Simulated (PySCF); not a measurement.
# EuH4N2 (Eu(NH2)2): the cost of one run

Computed with PySCF 2.14.0. Level: several levels, as the steps say, no spin–orbit coupling.

2 further runs of the same task are left out: 2 for a known fault of the program. Runs told in other sessions of the task aren't counted.

## (1) Starting geometry

7 atoms, charge 0, spin multiplicity 1.

Bond lengths: Eu1–N2 2.306 Å, Eu1–N5 2.307 Å, N2–H3 1.033 Å, N2–H4 1.033 Å, N5–H6 1.033 Å, N5–H7 1.033 Å. Angles: N2–Eu1–N5 111.7°, Eu1–N2–H3 124.0°, Eu1–N2–H4 132.0°, H3–N2–H4 104.0°, Eu1–N5–H6 123.9°, Eu1–N5–H7 132.1°, H6–N5–H7 104.0°.

Coordinates:

```xyz
7
charge 0, multiplicity 1
Eu   -1.1453   -0.1847   -0.0115
N     0.1305   -0.0639    1.9059
H     1.1517    0.0950    1.9112
H    -0.1150   -0.1423    2.9058
N     0.1342    0.1212   -1.9070
H     1.1534    0.2918   -1.8940
H    -0.1108    0.1488   -2.9103
```

Formal oxidation states: Eu +2. Each metal's 7 4f electrons lie in its core potential, so multiplicities, spins and levels count the valence alone. An earlier session relaxed this geometry at BP86, Eu lcecp-0-SVP with ECP53, N def2-SVP, H def2-SVP (singlet, point group Cs).

At BP86 on the finer grid: E = -141.278544 Eh, frontier levels not given, since the 4f levels lie in the core, Mulliken charge on Eu1 +0.58 e, largest force component 0.018 eV/Å. 

Levels to run: M06-L; B3LYP; PBE; PBE0; BP86, TZVP; PBE0, SVP. Hardware: 2 threads of Arm Neoverse V1, shared host.

## (2) M06-L

run.py (the lines that set the calculation)

```python
mol = gto.M(atom='''
Eu    -1.14528    -0.18469    -0.01151
N      0.13052    -0.06387     1.90587
H      1.15165     0.09499     1.91118
H     -0.11502    -0.14234     2.90581
N      0.13424     0.12122    -1.90705
H      1.15337     0.29179    -1.89396
H     -0.11082     0.14881    -2.91033''',
    basis={'Eu': 'lcecp-0-SVP', 'N': 'def2-SVP', 'H': 'def2-SVP'},
    ecp={'Eu': 'lcecp-0-SVP'},
    charge=0, spin=0)
mf = dft.RKS(mol, xc='M06L')
mf.grids.atom_grid = (75, 302)  # f atoms: unpruned, at least (60, 302)
mf = mf.density_fit()  # fitting sets: Eu AutoAux, N def2-universal-JKFIT, H def2-universal-JKFIT
mf.conv_tol = 1e-08; mf.max_cycle = 55
mf.kernel(dm0)  # dm0: the density of the relaxed state
```

Started as:

```bash
> OMP_NUM_THREADS=2 python run.py
```

**Question.** How long does this run take on 2 threads of Arm Neoverse V1, shared host?

About 19 s.
